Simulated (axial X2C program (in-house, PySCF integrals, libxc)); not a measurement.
# ZrAs: properties at the nuclei

Wanted for ZrAs: properties at the nuclei, at the two-component level.

Computed with an in-house X2C program for linear molecules on PySCF integrals. Level: two-component X2C with atomic mean-field terms, Zr dyall-cv3z, As dyall-cv3z.

All values are calculated.

## (1) Input

Contents of task.json:

```json
{"zs": [40, 33], "q": 0, "bas": ["dyall-cv3z", "dyall-cv3z"], "r0": 2.75, "levels": ["PBE0", "HF", "B3LYP", "LDA", "BP86"], "nst": 3}
```

Keys: zs atomic numbers; q charge; bas basis sets; r0 starting distance in Å; levels methods (HF also brings MP2); nst determinants followed.

The run is started by

```bash
$ python soeom.py task.json out
```

After this run come: Expectation values, lowest determinant; Expectation values, a higher determinant; Expectation values, a higher determinant.

Q: Predict the outcome of this session. Wanted: lowest determinant; Eeff magnitude; Ws magnitude Zr; A∥/gI Zr; qzz Zr; higher determinant (for each run or level that gives them).

As calculated:

| quantity | value |
| --- | --- |
| lowest determinant | Ω = 1/2 (excess of +ω over −ω: ω = 1/2) |
| Eeff magnitude (GV/cm), PBE0 | 2.39 |
| Ws magnitude Zr (kHz), PBE0 | 2.12 |
| A∥/gI Zr (MHz), PBE0 | 2560 |
| qzz Zr (a.u.), PBE0 | -2.66 |
| higher determinant | Ω = 3/2 (excess of +ω over −ω: ω = 3/2) |
| Eeff magnitude (GV/cm), PBE0, higher determinant | 0.852 |
| Ws magnitude Zr (kHz), PBE0, higher determinant | 0.279 |
| A∥/gI Zr (MHz), PBE0, higher determinant | 33.1 |
| qzz Zr (a.u.), PBE0, higher determinant | -0.05 |
| higher determinant | Ω = 5/2 (excess of +ω over −ω: ω = -1/2, 2 × ω = 3/2) |
| Eeff magnitude (GV/cm), PBE0, higher determinant | 2.08 |
| Ws magnitude Zr (kHz), PBE0, higher determinant | 0.386 |
| A∥/gI Zr (MHz), PBE0, higher determinant | -264 |
| qzz Zr (a.u.), PBE0, higher determinant | -0.57 |

What this shows: In the first state, the effective field runs from 2.02 to 3.06 GV/cm over the mean-field levels. The expectation values come from single determinants, which for open shells can mix terms of unlike spin or miss the lowest Ω, so a determinant need not be a state. Eeff is the effective electric field on the electron dipole moment in this Ω state and Ws the scalar–pseudoscalar constant (defined with the proton number Z and per Ω); A∥ is the parallel hyperfine constant, which follows by multiplying with the nuclear g factor gI = μI/(I μN); qzz is the electric field gradient, eQq0 = 234.96 MHz × Q/barn × qzz; μ is positive if As is the positive end. The operators were transformed with the bare-nucleus X2C matrices.
